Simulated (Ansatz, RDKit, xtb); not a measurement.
# Isomers of C5H5FN2, a sample narrowed down

Which of a sample of isomers of C5H5FN2 is the most stable in the gas at 298.15 K, and what are its properties? The sample is small against all isomers, and the most stable one of this formula need not be in it.

Plan: many cheap relaxations first (GFN2-xTB), then density-functional screening, relaxation at B3LYP/def2-SVP, vibrations (at GFN2-xTB) and a final energy. The numbers are computed, not measured.

### Step 1. Candidates

Isomers were taken from a list of plausible structures; this is a sample, not all of them. That gives 4 candidates.

```tsv
label	SMILES	spin
c399	C/C=C1/N=CC(F)=N1	singlet
c468	C=Cc1nc(F)c[nH]1	singlet
c490	C=Cc1ncc(F)[nH]1	singlet
c551	C/C=C1\N=CC(F)=N1	singlet
```

Candidates are built by distance geometry, with a force field where one applies, in up to four conformers (letters a to d).

**Question.** With final energies at CCSD(T)/def2-SVP + MP2/def2-TZVPP - MP2/def2-SVP, which structure will this search put lowest in free energy, and by what margin?

| quantity | value |
| --- | --- |
| lowest structure found | C=Cc1nc(F)c[nH]1, singlet |
| next finalist | C=Cc1ncc(F)[nH]1, singlet, 4.6 kcal/mol higher in G |
| share at equilibrium, among the finalists | 99.9 % |

The search ends on `C=Cc1nc(F)c[nH]1`. The margin of 4.6 kcal/mol over the next finalist is beyond the usual error of the last level; it says nothing of structures that weren't ranked. GFN2-xTB, HF/STO-3G, r2SCAN-D4/def2-SVP, B3LYP/def2-SVP, HF/def2-SVP and MP2/def2-SVP already put its bonding pattern lowest among the structures in one piece. The search is not exhaustive (a finite list of starts, one conformer a finalist), so a lower isomer can't be ruled out. Only 4 drawn patterns were tried, so whole families of isomers are missing, and the result ranks this sample alone. The lowest isomer need not be the one that is made and kept in a bottle, which depends on barriers.
